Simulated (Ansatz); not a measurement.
# BH₂SSe radical: an energy map over bond length B1–Se2 and bond length B1–H4

A grid of calculations on BH2SSe, spin multiplicity 2, to see where the energy is lowest and how it rises around there.

The runs use Ansatz 0.2.0; UHF/def2-SVP.

## 1. The system as given

5 atoms, charge 0, spin multiplicity 2.

Atoms are counted from 1 here; the program's logs count them from 0.

Bond lengths: B1–Se2 1.898 Å, B1–S3 1.805 Å, B1–H4 1.221 Å, S3–H5 1.362 Å. Angles: Se2–B1–S3 125.1°, Se2–B1–H4 114.6°, S3–B1–H4 120.2°, B1–S3–H5 96.0°.

Geometry (Å):

```tsv
atom	x (Å)	y (Å)	z (Å)
B1	-0.39008	0.01664	-0.21067
Se2	-1.59841	1.01551	-1.27991
S3	1.21584	0.60347	0.36632
H4	-0.77360	-1.10606	0.07731
H5	1.54625	-0.52956	1.04696
```

This geometry comes from a loose relaxation at PBE in a small basis, which is not shown.

## 2. Geometry optimisation

input.yaml

```yaml
crystal:
  periodic: [false, false, false]
  atoms:
    - { symbol: B, position_ang: [-0.390079, 0.016643, -0.210673] }
    - { symbol: Se, position_ang: [-1.598405, 1.015505, -1.279913] }
    - { symbol: S, position_ang: [1.215841, 0.603473, 0.366317] }
    - { symbol: H, position_ang: [-0.773604, -1.10606, 0.077312] }
    - { symbol: H, position_ang: [1.546247, -0.529561, 1.046956] }
magnetization:
  spin_polarized: true
  initial_magnetization: 1
basis:
  gaussian: { orbitals: def2-SVP }
hamiltonian:
  xc: hf
output:
  forces: true
relax:
  f_tol: 0.003
  max_steps: 120
```

Launch:

```sh
$ ansatz run input.yaml --threads 1 --pin off --max-ram 2560MiB --backend cpu --events-out ev --progress --plain --runs-dir out
```

Log, shortened:

```text
Warning: RAYON_NUM_THREADS=1 ignored (pool sized by the plan → 1); use --threads N
[...]
Functional definition: HF
[...]
772 factors; integrals over basis functions are off by at most 3.9e-4 eV
[...]
mean field -76812.85783729 eV, -2822.8204598953 hartree, gradient 2.4e-5 eV, S^2 0.759952; 2 other end points of the search recorded, 0 dependent functions left out
[...]
reference -76812.85783729 eV, -2822.8204598953 hartree; 29, 28 occupied and 45, 46 virtual orbitals, 772 factors
relax step   1: F+E_penalty+E_count = -76812.85783729 eV  Δ(F+E_penalty+E_count) = +0.000e0 eV  max|allowed force component| = 9.689e-1 eV/Å  Δτ_max = 0.0000 Å  (145 SCF iters, accepted)
[...]
relax step   5: F+E_penalty+E_count = -76812.89665052 eV  Δ(F+E_penalty+E_count) = -2.018e-5 eV  max|allowed force component| = 3.246e-3 eV/Å  Δτ_max = 0.0011 Å  (62 SCF iters, accepted)
[...]
relax step   6: F+E_penalty+E_count = -76812.89665116 eV  Δ(F+E_penalty+E_count) = -6.483e-7 eV  max|allowed force component| = 1.470e-4 eV/Å  Δτ_max = 0.0003 Å  (46 SCF iters, accepted)
772 factors; integrals over basis functions are off by at most 3.4e-4 eV
[...]
mean field -76812.89665116 eV, -2822.8218862789 hartree, gradient 1.4e-5 eV, S^2 0.759691; 3 other end points of the search recorded, 0 dependent functions left out
[...]
reference -76812.89665116 eV, -2822.8218862789 hartree; 29, 28 occupied and 45, 46 virtual orbitals, 772 factors
Total energy: -76812.89665116 eV, -2822.8218862789 hartree
Atom 0 at    -0.405204    -0.024212    -0.201537 Å, force     0.000147    -0.000018     0.000087 eV/Å
Atom 1 at    -1.581867     1.054547    -1.290609 Å, force    -0.000130     0.000111    -0.000119 eV/Å
Atom 2 at     1.191990     0.587345     0.366550 Å, force    -0.000013     0.000089    -0.000041 eV/Å
Atom 3 at    -0.781237    -1.120942     0.082472 Å, force    -0.000003    -0.000087     0.000038 eV/Å
Atom 4 at     1.576317    -0.496737     1.043123 Å, force    -0.000002    -0.000095     0.000036 eV/Å
Dipole moment:     0.069143    -0.261930     0.151052 e Å
```

It took 25 s on 1 thread of Intel Xeon Platinum 8259CL at 2.50GHz (Skylake/Cascade Lake), shared host; peak memory 0.19 GiB.

The steps of the relaxation:

```tsv
step	energy from step 1 (eV)	largest force component (eV/Å)
1	0.0000	0.9689
2	-0.0336	0.3353
3	-0.0355	0.1920
4	-0.0388	0.0247
5	-0.0388	0.0032
6	-0.0388	0.0001
```

Distances of close pairs at the start and the end, largest changes first:

```tsv
bond	before (Å)	after (Å)	change (Å)
B1–Se2	1.898	1.932	+0.035
S3–H5	1.362	1.334	-0.028
B1–H4	1.221	1.194	-0.027
B1–S3	1.805	1.802	-0.002
```

## 3. The grid

- bond length B1–Se2: 11 values from 1.662 to 2.705 Å
- bond length B1–H4: 11 values from 1.027 to 1.671 Å

Nothing else is relaxed (all other coordinates rigid). Energies count from the relaxed molecule at the same level.

Below, 3 of the grid's runs; all are launched alike.

## 4. Grid point bond length B1–Se2 = 1.975 Å, bond length B1–H4 = 1.671 Å

input.yaml

```yaml
crystal:
  periodic: [false, false, false]
  atoms:
    - { symbol: B, position_ang: [-0.405204, -0.024212, -0.201537] }
    - { symbol: Se, position_ang: [-1.60778, 1.078304, -1.314593] }
    - { symbol: S, position_ang: [1.19199, 0.587345, 0.36655] }
    - { symbol: H, position_ang: [-0.931601, -1.55949, 0.196039] }
    - { symbol: H, position_ang: [1.576317, -0.496737, 1.043123] }
magnetization:
  spin_polarized: true
  initial_magnetization: 1
basis:
  gaussian: { orbitals: def2-SVP }
hamiltonian:
  xc: hf
output:
  forces: true
```

Launch:

```sh
$ ansatz run input.yaml --threads 1 --pin off --max-ram 2560MiB --backend cpu --events-out ev --progress --plain --runs-dir out
```

Log, shortened:

```text
Warning: RAYON_NUM_THREADS=1 ignored (pool sized by the plan → 1); use --threads N
[...]
[... 1 set-up line as earlier in the session ...]
[...]
719 factors; integrals over basis functions are off by at most 9.5e-4 eV
[...]
mean field -76811.38602326 eV, -2822.7663717274 hartree, gradient 2.3e-5 eV, S^2 0.769979; 2 other end points of the search recorded, 0 dependent functions left out
[...]
reference -76811.38602326 eV, -2822.7663717274 hartree; 29, 28 occupied and 45, 46 virtual orbitals, 719 factors
Total energy: -76811.38602326 eV, -2822.7663717274 hartree
Atom 0 at    -0.405204    -0.024212    -0.201537 Å, force    -1.643142    -3.029423     0.468028 eV/Å
Atom 1 at    -1.607780     1.078304    -1.314593 Å, force     0.535229    -0.704914     0.589314 eV/Å
Atom 2 at     1.191990     0.587345     0.366550 Å, force    -0.234263    -0.246284    -0.014658 eV/Å
Atom 3 at    -0.931601    -1.559490     0.196039 Å, force     1.323450     3.961817    -1.044239 eV/Å
Atom 4 at     1.576317    -0.496737     1.043123 Å, force     0.018726     0.018803     0.001555 eV/Å
Dipole moment:     0.148646    -0.121434     0.131074 e Å
```

It took 5.2 s on 1 thread of Intel Xeon Platinum 8259CL at 2.50GHz (Skylake/Cascade Lake), shared host; peak memory 0.18 GiB.

That is 34.8 kcal/mol from the zero.

## 5. Point bond length B1–Se2 = 1.662 Å, bond length B1–H4 = 1.091 Å

input.yaml

```yaml
crystal:
  periodic: [false, false, false]
  atoms:
    - { symbol: B, position_ang: [-0.405204, -0.024212, -0.201537] }
    - { symbol: Se, position_ang: [-1.417195, 0.903576, -1.138195] }
    - { symbol: S, position_ang: [1.19199, 0.587345, 0.36655] }
    - { symbol: H, position_ang: [-0.74889, -1.026599, 0.058041] }
    - { symbol: H, position_ang: [1.576317, -0.496737, 1.043123] }
magnetization:
  spin_polarized: true
  initial_magnetization: 1
basis:
  gaussian: { orbitals: def2-SVP }
hamiltonian:
  xc: hf
output:
  forces: true
```

Launch:

```sh
$ ansatz run input.yaml --threads 1 --pin off --max-ram 2560MiB --backend cpu --events-out ev --progress --plain --runs-dir out
```

Log, shortened:

```text
Warning: RAYON_NUM_THREADS=1 ignored (pool sized by the plan → 1); use --threads N
[...]
[... 1 set-up line as earlier in the session ...]
[...]
716 factors; integrals over basis functions are off by at most 9.9e-4 eV
[...]
mean field -76811.68481275 eV, -2822.7773520387 hartree, gradient 1.7e-5 eV, S^2 0.761249; 0 other end points of the search recorded, 0 dependent functions left out
[...]
reference -76811.68481275 eV, -2822.7773520387 hartree; 29, 28 occupied and 45, 46 virtual orbitals, 716 factors
Total energy: -76811.68481275 eV, -2822.7773520387 hartree
Atom 0 at    -0.405204    -0.024212    -0.201537 Å, force     6.074196    -1.836075     3.985328 eV/Å
Atom 1 at    -1.417195     0.903576    -1.138195 Å, force    -5.832238     5.163100    -5.317465 eV/Å
Atom 2 at     1.191990     0.587345     0.366550 Å, force     0.600878    -0.089978     0.354059 eV/Å
Atom 3 at    -0.748890    -1.026599     0.058041 Å, force    -0.896378    -3.273949     0.966230 eV/Å
Atom 4 at     1.576317    -0.496737     1.043123 Å, force     0.053542     0.036902     0.011849 eV/Å
Dipole moment:    -0.064024    -0.226047     0.065596 e Å
```

Run time: 4.5 s. Hardware: 1 thread of Intel Xeon Platinum 8259CL at 2.50GHz (Skylake/Cascade Lake), shared host; peak memory 0.18 GiB.

On the map this point reads 27.9 kcal/mol.

## 6. The run at bond length B1–Se2 = 1.975 Å, bond length B1–H4 = 1.155 Å

input.yaml

```yaml
crystal:
  periodic: [false, false, false]
  atoms:
    - { symbol: B, position_ang: [-0.405204, -0.024212, -0.201537] }
    - { symbol: Se, position_ang: [-1.60778, 1.078304, -1.314593] }
    - { symbol: S, position_ang: [1.19199, 0.587345, 0.36655] }
    - { symbol: H, position_ang: [-0.769051, -1.085401, 0.073269] }
    - { symbol: H, position_ang: [1.576317, -0.496737, 1.043123] }
magnetization:
  spin_polarized: true
  initial_magnetization: 1
basis:
  gaussian: { orbitals: def2-SVP }
hamiltonian:
  xc: hf
output:
  forces: true
```

Launch:

```sh
$ ansatz run input.yaml --threads 1 --pin off --max-ram 2560MiB --backend cpu --events-out ev --progress --plain --runs-dir out
```

Log, shortened:

```text
Warning: RAYON_NUM_THREADS=1 ignored (pool sized by the plan → 1); use --threads N
[...]
[... 1 set-up line as earlier in the session ...]
[...]
717 factors; integrals over basis functions are off by at most 9.4e-4 eV
[...]
mean field -76812.86061011 eV, -2822.8205617947 hartree, gradient 2.1e-5 eV, S^2 0.759535; 3 other end points of the search recorded, 0 dependent functions left out
[...]
reference -76812.86061011 eV, -2822.8205617947 hartree; 29, 28 occupied and 45, 46 virtual orbitals, 717 factors
Total energy: -76812.86061011 eV, -2822.8205617947 hartree
Atom 0 at    -0.405204    -0.024212    -0.201537 Å, force    -0.006111     1.351609    -0.595847 eV/Å
Atom 1 at    -1.607780     1.078304    -1.314593 Å, force     0.451027    -0.378140     0.401946 eV/Å
Atom 2 at     1.191990     0.587345     0.366550 Å, force    -0.067278     0.034482    -0.050339 eV/Å
Atom 3 at    -0.769051    -1.085401     0.073269 Å, force    -0.367420    -0.996991     0.244788 eV/Å
Atom 4 at     1.576317    -0.496737     1.043123 Å, force    -0.010218    -0.010961    -0.000549 eV/Å
Dipole moment:     0.085996    -0.282468     0.168881 e Å
```

It took 5.4 s on 1 thread of Intel Xeon Platinum 8259CL at 2.50GHz (Skylake/Cascade Lake), shared host; peak memory 0.18 GiB.

That is 0.8 kcal/mol from the zero.

## 7. Energy over the grid

94 points were computed, and 27 have no value (skipped by design, atoms too close, or no result). Energies in kcal/mol, from the relaxed molecule at the same level:

| bond length B1–H4 (Å) ↓, bond length B1–Se2 (Å) → | 1.662 | 1.766 | 1.871 | 1.975 | 2.079 | 2.184 | 2.288 | 2.392 | 2.497 | 2.601 | 2.705 |
| --- | --- | --- | --- | --- | --- | --- | --- | --- | --- | --- | --- |
| 1.671 | 54.5 | 40.0 | 34.5 | 34.8 | 38.9 | 45.4 | 53.1 | 61.4 | 69.8 | 77.2 | 82.9 |
| 1.607 | 49.1 | – | 28.3 | – | 32.5 | – | 46.5 | – | 63.1 | – | 76.3 |
| 1.542 | 43.5 | 28.2 | 22.2 | 22.2 | 26.0 | 32.3 | 39.9 | 48.1 | 56.5 | 63.9 | 69.8 |
| 1.478 | 38.2 | – | 16.4 | – | – | – | 33.7 | – | 50.3 | – | 63.6 |
| 1.413 | 33.2 | 17.4 | 11.0 | 10.8 | 14.4 | 20.5 | 28.0 | 36.1 | 44.4 | 51.9 | 57.9 |
| 1.349 | 28.9 | – | 6.4 | – | 9.7 | – | 23.1 | – | 39.5 | – | 53.0 |
| 1.284 | 25.7 | 9.6 | 2.9 | 2.5 | 6.0 | 12.0 | 19.4 | 27.4 | 35.7 | 43.2 | 49.2 |
| 1.220 | – | – | 1.1 | – | 4.0 | – | 17.2 | – | 33.5 | – | 47.0 |
| 1.155 | 24.5 | 8.2 | 1.4 | 0.8 | 4.2 | 10.1 | 17.3 | 25.3 | 33.5 | 41.1 | 47.1 |
| 1.091 | 27.9 | – | 4.7 | – | 7.4 | – | 20.5 | – | 36.6 | – | 50.3 |
| 1.027 | 35.3 | 18.9 | 12.0 | 11.4 | 14.7 | 20.5 | 27.7 | 35.6 | 43.8 | 51.4 | 57.5 |

On the same grid, dipole moment (D):

```
bond length B1–H4 (Å) ↓, bond length B1–Se2 (Å) →  1.662  1.766  1.871  1.975  2.079  2.184  2.288  2.392  2.497  2.601  2.705
                                            1.671   0.49   0.60   0.83   1.12   1.42   1.73   2.02   2.30   2.51   2.49   2.31
                                            1.607   0.52      –   0.88      –   1.47      –   2.08      –   2.58      –   2.38
                                            1.542   0.59   0.71   0.94   1.22   1.53   1.84   2.14   2.43   2.65   2.64   2.45
                                            1.478   0.67      –   1.01      –      –      –   2.21      –   2.72      –   2.53
                                            1.413   0.77   0.88   1.09   1.36   1.66   1.97   2.27   2.56   2.79   2.79   2.60
                                            1.349   0.86      –   1.17      –   1.73      –   2.34      –   2.86      –   2.67
                                            1.284   0.95   1.05   1.25   1.50   1.79   2.10   2.40   2.68   2.92   2.93   2.74
                                            1.220      –      –   1.32      –   1.85      –   2.45      –   2.98      –   2.81
                                            1.155   1.10   1.20   1.39   1.63   1.91   2.21   2.51   2.79   3.03   3.05   2.86
                                            1.091   1.17      –   1.45      –   1.96      –   2.55      –   3.07      –   2.91
                                            1.027   1.23   1.33   1.50   1.74   2.01   2.30   2.59   2.87   3.11   3.14   2.95
```

## 8. What came out

| quantity | value |
| --- | --- |
| lowest point | bond length B1–Se2 = 1.975 Å, bond length B1–H4 = 1.155 Å, 0.8 kcal/mol |
| highest computed point (blank points may lie higher) | bond length B1–Se2 = 2.705 Å, bond length B1–H4 = 1.671 Å, 82.1 kcal/mol above the lowest |
| dipole moment (D) | 0.49 at bond length B1–Se2 = 1.662 Å, bond length B1–H4 = 1.671 Å to 3.14 at bond length B1–Se2 = 2.601 Å, bond length B1–H4 = 1.027 Å; 1.63 at the lowest point |
| time for the whole task | 14 min on 1 thread, shared host |

The lowest computed point is at bond length B1–Se2 = 1.975 Å, bond length B1–H4 = 1.155 Å, 0.8 kcal/mol from the relaxed molecule at the same level. The highest computed point, bond length B1–Se2 = 2.705 Å, bond length B1–H4 = 1.671 Å, lies 82.1 kcal/mol above the lowest.
